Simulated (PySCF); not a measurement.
**C8H9F3O: NMR shifts in solvents**

Aim: compute the NMR shifts of C8H9F3O (`C=C=C(CCC)C(=O)C(F)(F)F`), and see what a dielectric continuum does where one was used.

Programs: PySCF 2.14.0, with density-fitted response routines of our own. Each step states its level of theory. These are calculated values for one molecule, in the gas phase or a continuum, unless marked as measured. Atoms count from 0, in the outputs and in this text.

### Step 1. The starting structure

21 atoms, charge 0, multiplicity 1; geometry from: GFN2-xTB. The atoms were then displaced at random by about 0.01 Å, so the start is not that level's minimum.

Bonds of the start (Å): C0–C1 1.28, C1–C2 1.32, C2–C3 1.46, C3–C4 1.56, C4–C5 1.52, C2–C6 1.47, C6–O7 1.20, C6–C8 1.54, C8–F9 1.35, C8–F10 1.33, C8–F11 1.34, C0–H12 1.06, C0–H13 1.09, C3–H14 1.10, C3–H15 1.09, C4–H16 1.07, C4–H17 1.09, C5–H18 1.08, C5–H19 1.09, C5–H20 1.10.

### Step 2. Relaxing the molecule at PBE0-D3(BJ)/def2-SVP

Job settings and geometry (Å):

```
{"job": {"xc": "PBE0", "basis": "def2-SVP", "d3": "d3bj", "grid": 1, "shake": 0.01, "kind": "geom"}, "charge": 0, "multiplicity": 1}
C      1.580730     2.505780    -0.003850
C      1.072740     1.344310     0.143430
C      0.548960     0.145010     0.309870
C     -0.818000    -0.074320     0.771790
C     -1.767480    -0.388490    -0.426290
C     -3.199230    -0.630910     0.038210
C      1.364120    -1.048980     0.040260
O      1.006750    -2.180820     0.179920
C      2.790040    -0.758350    -0.470570
F      2.767030    -0.068560    -1.629830
F      3.508790    -0.044300     0.390910
F      3.472010    -1.885560    -0.718520
H      2.056250     3.050110     0.775540
H      1.465260     3.060030    -0.938950
H     -1.216270     0.797370     1.301660
H     -0.862650    -0.913270     1.466340
H     -1.384590    -1.251130    -0.940090
H     -1.752600     0.465280    -1.106740
H     -3.601410     0.231930     0.547060
H     -3.256160    -1.469860     0.733990
H     -3.845460    -0.863010    -0.822310
```

Command:

```bash
OMP_NUM_THREADS=1 python probes_run.py task.json out
```

This one command runs all jobs of the session in turn.

Log:

```text
step   0  E = -683.73957403  max force = 0.037859
step   1  E = -683.74607156  max force = 0.010867
step   2  E = -683.74694135  max force = 0.005349
step   3  E = -683.74708322  max force = 0.002911
step   4  E = -683.74708657  max force = 0.002212
step   5  E = -683.74715663  max force = 0.000251
step   6  E = -683.74716079  max force = 0.000359
optimisation converged
```

Wall time 3.3 min (1 thread of Arm Neoverse V1, shared host); peak memory 0.94 GiB.

Relaxation path:

| step | energy from step 0 (eV) | largest force component (eV/Å) |
| --- | --- | --- |
| 0 | 0.0000 | 1.9468 |
| 1 | -0.1768 | 0.5588 |
| 2 | -0.2005 | 0.2751 |
| 3 | -0.2043 | 0.1497 |
| 4 | -0.2044 | 0.1137 |
| 5 | -0.2063 | 0.0129 |
| 6 | -0.2064 | 0.0185 |

Distances of close pairs at the start and the end, largest changes first:

| bond | before (Å) | after (Å) | change (Å) |
| --- | --- | --- | --- |
| C2–C3 | 1.459 | 1.509 | +0.050 |
| C3–C4 | 1.561 | 1.528 | -0.033 |
| C0–H12 | 1.063 | 1.095 | +0.032 |
| C4–H16 | 1.075 | 1.102 | +0.027 |
| C0–C1 | 1.276 | 1.302 | +0.026 |
| C5–H18 | 1.079 | 1.102 | +0.023 |
| C8–F11 | 1.341 | 1.321 | -0.020 |
| C8–F9 | 1.349 | 1.335 | -0.014 |

The end geometry stands in the next job.

| at the end point | value |
| --- | --- |
| point group (found at 0.08 Å tolerance) | C1 |
| rotational constants (GHz, main isotopes) | 1.413, 0.591, 0.470 |
| dipole moment (D) | 3.36 |

### Step 3. Shielding tensors: PBE0/pcSseg-1 in chloroform

Job settings and geometry (Å):

```
{"job": {"kind": "nmr", "xc": "PBE0", "basis": "pcSseg-1", "solvent": "chloroform", "pop": true}, "charge": 0, "multiplicity": 1}
C      1.573012     2.606466    -0.052488
C      1.074206     1.416064     0.118982
C      0.567942     0.209604     0.304073
C     -0.855144    -0.020251     0.750526
C     -1.781847    -0.411608    -0.399745
C     -3.205729    -0.674420     0.061291
C      1.375162    -1.003328     0.041557
O      0.950604    -2.118462     0.207143
C      2.824917    -0.826893    -0.475998
F      2.825201    -0.204072    -1.656787
F      3.553989    -0.101505     0.373572
F      3.408588    -2.002229    -0.625028
H      2.093299     3.121977     0.761990
H      1.499485     3.115583    -1.019344
H     -1.230057     0.889439     1.243647
H     -0.849605    -0.827099     1.501587
H     -1.377277    -1.309988    -0.892987
H     -1.771090     0.391826    -1.155770
H     -3.644528     0.215572     0.540727
H     -3.242643    -1.496950     0.793127
H     -3.854940    -0.951419    -0.782771
```

Level: GIAO PBE0/pcSseg-1 NMR shielding, non-relativistic, IEF-PCM chloroform.

Log:

```text
coarse grid: 18616 points
cycle   1  E = -683.8202032286  dE =  1.896e+00  |g| = 1.177e+00  |ddm| = 4.464e+00
cycle   2  E = -683.1846150283  dE =  6.356e-01  |g| = 2.230e+00  |ddm| = 2.734e+00
cycle   3  E = -684.0598622053  dE = -8.752e-01  |g| = 2.810e-01  |ddm| = 2.143e+00
cycle   4  E = -684.0735785515  dE = -1.372e-02  |g| = 1.178e-01  |ddm| = 3.497e-01
cycle   5  E = -684.0759602972  dE = -2.382e-03  |g| = 2.393e-02  |ddm| = 1.111e-01
cycle   6  E = -684.0760737992  dE = -1.135e-04  |g| = 8.423e-03  |ddm| = 2.105e-02
cycle   7  E = -684.0760892753  dE = -1.548e-05  |g| = 2.745e-03  |ddm| = 8.703e-03
cycle   8  E = -684.0760907674  dE = -1.492e-06  |g| = 7.551e-04  |ddm| = 2.657e-03
final grid: 184032 points
cycle   9  E = -684.1779309634  dE = -4.775e-05  |g| = 1.247e-02  |ddm| = 5.951e-02
cycle  10  E = -684.1778674270  dE =  6.354e-05  |g| = 2.228e-02  |ddm| = 3.098e-02
cycle  11  E = -684.1779623750  dE = -9.495e-05  |g| = 2.973e-03  |ddm| = 2.100e-02
cycle  12  E = -684.1779642275  dE = -1.852e-06  |g| = 2.861e-04  |ddm| = 2.536e-03
cycle  13  E = -684.1779642399  dE = -1.249e-08  |g| = 1.565e-04  |ddm| = 4.495e-04
cycle  14  E = -684.1779642454  dE = -5.418e-09  |g| = 5.238e-05  |ddm| = 1.928e-04
cycle  15  E = -684.1779642460  dE = -6.512e-10  |g| = 1.008e-05  |ddm| = 4.573e-05
converged SCF energy = -684.1779642460

GIAO shielding tensors (ppm)
atom      isotropic    diamagn.    paramagn.     s11        s22        s33       span
  0 C       97.932     265.154    -167.222      3.189    124.712    165.895    162.706
  1 C      -49.804     263.213    -313.016    -70.117    -64.626    -14.668     55.449
  2 C       77.401     262.806    -185.405     12.890     76.370    142.943    130.053
  3 C      150.762     247.288     -96.525    134.435    149.575    168.277     33.843
  4 C      158.784     249.012     -90.228    142.518    161.614    172.219     29.701
  5 C      168.639     244.216     -75.576    157.920    161.331    186.666     28.746
  6 C       -5.278     250.500    -255.778    -98.499     -0.751     83.416    181.915
  7 O     -287.897     402.816    -690.713   -869.923   -371.788    378.019   1247.942
  8 C       63.463     249.738    -186.275     48.507     57.319     84.563     36.056
  9 F      256.996     475.360    -218.365    177.098    258.511    335.378    158.280
 10 F      257.016     472.790    -215.775    177.160    258.258    335.629    158.469
 11 F      277.930     465.263    -187.333    205.623    284.917    343.250    137.628
 12 H       25.320      28.625      -3.305     23.009     24.110     28.840      5.831
 13 H       25.328      30.678      -5.350     23.126     24.106     28.751      5.625
 14 H       29.357      33.080      -3.723     24.443     29.463     34.166      9.722
 15 H       28.930      32.741      -3.811     25.320     28.651     32.820      7.500
 16 H       29.787      33.000      -3.212     24.601     31.058     33.703      9.101
 17 H       30.165      32.794      -2.630     25.002     30.544     34.948      9.945
 18 H       30.317      27.991       2.326     26.029     28.515     36.407     10.378
 19 H       30.285      28.025       2.260     25.917     28.625     36.312     10.396
 20 H       30.027      26.599       3.428     25.526     27.113     37.442     11.916
```

Run time: 59 s. Hardware: 1 thread of Arm Neoverse V1, shared host; peak memory 1.3 GiB.

Shifts follow as δ = σ(reference) − σ, with reference shieldings (ppm) from runs at the same level and on the same kind of geometry: 1H TMS 31.25, 13C TMS 185.2, 19F CFCl3 179.6, 17O H2O 341.0. The references are single molecules in the same continuum, so shifts against H2O, NH3, PH3, H3PO4 or CFCl3 are not on the usual liquid scales and can be off by tens of ppm. Atoms listed in one row are averaged.

| atoms | environment | σ (ppm) | δ (ppm) |
| --- | --- | --- | --- |
| C1 | central carbon of an allene | -49.8 | 235.0 |
| C6 | ketone carbonyl carbon | -5.3 | 190.4 |
| C8 | CF3 carbon | 63.5 | 121.7 |
| C2 | terminal carbon of a cumulated C=C=C unit | 77.4 | 107.8 |
| C0 | terminal carbon of a cumulated C=C=C unit | 97.9 | 87.2 |
| C3 | allylic sp3 CH2 | 150.8 | 34.4 |
| C4 | sp3 CH2 | 158.8 | 26.4 |
| C5 | methyl carbon | 168.6 | 16.5 |
| H12, H13 | hydrogen on a terminal carbon of a cumulated C=C=C unit | 25.32 | 5.92 |
| H14, H15 | hydrogen on an allylic sp3 CH2 | 29.14 | 2.10 |
| H16, H17 | hydrogen on an sp3 CH2 | 29.98 | 1.27 |
| H18, H19, H20 | hydrogen on a methyl carbon | 30.21 | 1.04 |
| O7 | ketone oxygen | -287.9 | 628.9 |
| F9, F10, F11 | fluorine of a CF3 group | 264.0 | -84.4 |

Charges from the same density, by scheme (e):

| atoms | Mulliken | IAO | Hirshfeld | ESP fit |
| --- | --- | --- | --- | --- |
| C0 | -0.14 | -0.33 | -0.09 | -0.52 |
| C1 | -0.01 | 0.07 | 0.03 | 0.21 |
| C2 | -0.39 | -0.10 | -0.03 | -0.37 |
| C3 | -0.10 | -0.25 | -0.07 | -0.01 |
| C4 | -0.28 | -0.24 | -0.07 | 0.13 |
| C5 | -0.29 | -0.41 | -0.11 | -0.42 |
| C6 | 0.24 | 0.33 | 0.13 | 0.42 |
| O7 | -0.36 | -0.40 | -0.22 | -0.43 |
| C8 | 0.85 | 0.77 | 0.25 | 0.62 |
| F9, F10, F11 | -0.26 | -0.27 | -0.09 | -0.22 |

Mayer bond orders: C0–C1 2.15, C1–C2 1.65, C2–C3 1.09, C3–C4 1.00, C4–C5 1.07, C2–C6 0.98, C6–O7 1.96, C6–C8 0.94, C8–F9 0.99, C8–F10 0.99, C8–F11 1.02.

### Step 4. Nuclear shieldings: PBE0/pcSseg-1 in tetrahydrofuran

Same as in step 3 but for these lines:

```diff
@@ -1,2 +1,2 @@
-{"job": {"kind": "nmr", "xc": "PBE0", "basis": "pcSseg-1", "solvent": "chloroform", "pop": true}, "charge": 0, "multiplicity": 1}
+{"job": {"kind": "nmr", "xc": "PBE0", "basis": "pcSseg-1", "solvent": "tetrahydrofuran", "pop": false}, "charge": 0, "multiplicity": 1}
 C      1.573012     2.606466    -0.052488
```

Method: GIAO PBE0/pcSseg-1 NMR shielding, non-relativistic, IEF-PCM tetrahydrofuran.

Log:

```text
coarse grid: 18616 points
cycle   1  E = -683.8223490130  dE =  1.894e+00  |g| = 1.175e+00  |ddm| = 4.463e+00
cycle   2  E = -683.2033999787  dE =  6.189e-01  |g| = 2.210e+00  |ddm| = 2.685e+00
cycle   3  E = -684.0614693377  dE = -8.581e-01  |g| = 2.741e-01  |ddm| = 2.091e+00
cycle   4  E = -684.0744859881  dE = -1.302e-02  |g| = 1.155e-01  |ddm| = 3.379e-01
cycle   5  E = -684.0767706077  dE = -2.285e-03  |g| = 2.317e-02  |ddm| = 1.078e-01
cycle   6  E = -684.0768771065  dE = -1.065e-04  |g| = 8.000e-03  |ddm| = 2.021e-02
cycle   7  E = -684.0768909482  dE = -1.384e-05  |g| = 2.641e-03  |ddm| = 8.200e-03
cycle   8  E = -684.0768923353  dE = -1.387e-06  |g| = 7.365e-04  |ddm| = 2.544e-03
final grid: 184032 points
cycle   9  E = -684.1787308203  dE = -4.808e-05  |g| = 1.240e-02  |ddm| = 5.943e-02
cycle  10  E = -684.1786696805  dE =  6.114e-05  |g| = 2.198e-02  |ddm| = 3.046e-02
cycle  11  E = -684.1787619503  dE = -9.227e-05  |g| = 2.915e-03  |ddm| = 2.050e-02
cycle  12  E = -684.1787637299  dE = -1.780e-06  |g| = 2.827e-04  |ddm| = 2.470e-03
cycle  13  E = -684.1787637423  dE = -1.239e-08  |g| = 1.529e-04  |ddm| = 4.410e-04
cycle  14  E = -684.1787637474  dE = -5.153e-09  |g| = 5.091e-05  |ddm| = 1.865e-04
cycle  15  E = -684.1787637480  dE = -6.130e-10  |g| = 9.817e-06  |ddm| = 4.405e-05
converged SCF energy = -684.1787637480

GIAO shielding tensors (ppm)
atom      isotropic    diamagn.    paramagn.     s11        s22        s33       span
  0 C       97.690     265.167    -167.477      2.692    124.482    165.896    163.204
  1 C      -49.789     263.255    -313.044    -70.731    -64.393    -14.243     56.487
  2 C       77.394     262.829    -185.435     13.304     75.935    142.943    129.639
  3 C      150.810     247.268     -96.458    134.458    149.649    168.323     33.865
  4 C      158.813     249.007     -90.194    142.552    161.653    172.233     29.681
  5 C      168.722     244.247     -75.525    157.990    161.421    186.755     28.765
  6 C       -5.483     250.513    -255.995    -98.474     -1.383     83.410    181.883
  7 O     -282.914     402.953    -685.867   -859.559   -367.267    378.084   1237.642
  8 C       63.446     249.748    -186.302     48.550     57.329     84.459     35.909
  9 F      256.967     475.374    -218.407    177.046    258.487    335.369    158.323
 10 F      256.987     472.795    -215.808    177.113    258.236    335.612    158.500
 11 F      278.338     465.294    -186.956    206.004    285.444    343.566    137.562
 12 H       25.273      28.570      -3.297     22.953     24.070     28.797      5.844
 13 H       25.280      30.616      -5.336     23.068     24.066     28.707      5.639
 14 H       29.330      33.055      -3.725     24.407     29.429     34.152      9.745
 15 H       28.936      32.751      -3.814     25.323     28.665     32.820      7.497
 16 H       29.804      33.026      -3.222     24.615     31.082     33.714      9.099
 17 H       30.148      32.781      -2.632     24.983     30.524     34.937      9.954
 18 H       30.303      27.983       2.320     26.009     28.498     36.402     10.393
 19 H       30.290      28.037       2.253     25.919     28.634     36.317     10.398
 20 H       30.028      26.602       3.426     25.523     27.114     37.445     11.922
```

It took 56 s on 1 thread of Arm Neoverse V1, shared host; peak memory 1.3 GiB.

In short: δ C1 235.1, C6 190.8, C8 121.8, C2 107.9, H12 5.97, H14 2.11 ppm (means over like atoms).

### Step 5. Comparing the runs: NMR shifts

Shifts (ppm) of some atoms, chosen among heavy atoms and hydrogens apart, means over like atoms, with basis size and wall time:

| run | C6 | C8 | C0 | H12 | H14 | O7 | F9 | functions | time |
| --- | --- | --- | --- | --- | --- | --- | --- | --- | --- |
| PBE0/pcSseg-1 in chloroform | 190.4 | 121.7 | 87.2 | 5.92 | 2.10 | 628.9 | -84.4 | 249 | 59 s |
| PBE0/pcSseg-1 in tetrahydrofuran | 190.8 | 121.8 | 87.6 | 5.97 | 2.11 | 624.7 | -84.1 | 249 | 56 s |

The continuum's effect on the ground state:

| solvent | ε | polarisation energy (Eh) | μ (D) |
| --- | --- | --- | --- |
| chloroform | 4.71 | -0.0060 | 4.33 |
| tetrahydrofuran | 7.43 | -0.0070 | 4.45 |

### Step 6. Outcome

| quantity | value |
| --- | --- |
| point group | C1 |
| rotational constants (main isotopes) | 1.41, 0.59, 0.47 GHz |
| 13C shifts against TMS (PBE0/pcSseg-1, chloroform) | 235.0, 190.4, 121.7, 107.8, 87.2, 34.4, 26.4, 16.5 ppm |
| 1H shifts against TMS (PBE0/pcSseg-1, chloroform, means over atoms taken as alike) | 5.92, 2.10, 1.27, 1.04 ppm |
| 17O shifts against H2O (PBE0/pcSseg-1, chloroform) | 628.9 ppm |
| 19F shifts against CFCl3 (PBE0/pcSseg-1, chloroform, means over atoms taken as alike) | -84.4 ppm |
| range of the shift of O7 | 624.7 to 628.9 ppm |

Relaxing lowered the energy by 0.206 eV in 6 steps; the close pair that moved most is C2–C3, from 1.459 to 1.509 Å. The most deshielded carbon is C1 (central carbon of an allene), at 235.0 ppm: the central sp carbon of an allene is among the most deshielded carbons of hydrocarbons. The most deshielded hydrogen is H12, H13 (mean) (hydrogen on a terminal carbon of a cumulated C=C=C unit), at 5.92 ppm: attached to an sp2 carbon and in the plane of the double bond. At PBE0/pcSseg-1: The widest tensor belongs to O7: span 1248 ppm, with a paramagnetic part of -691 ppm. Across the 2 runs the shift of O7 moves most, between 624.7 (PBE0/pcSseg-1 in tetrahydrofuran) and 628.9 ppm (PBE0/pcSseg-1 in chloroform). The continuum holds electrostatics alone: no hydrogen bonds to the solvent, and the gas-phase geometry is kept.
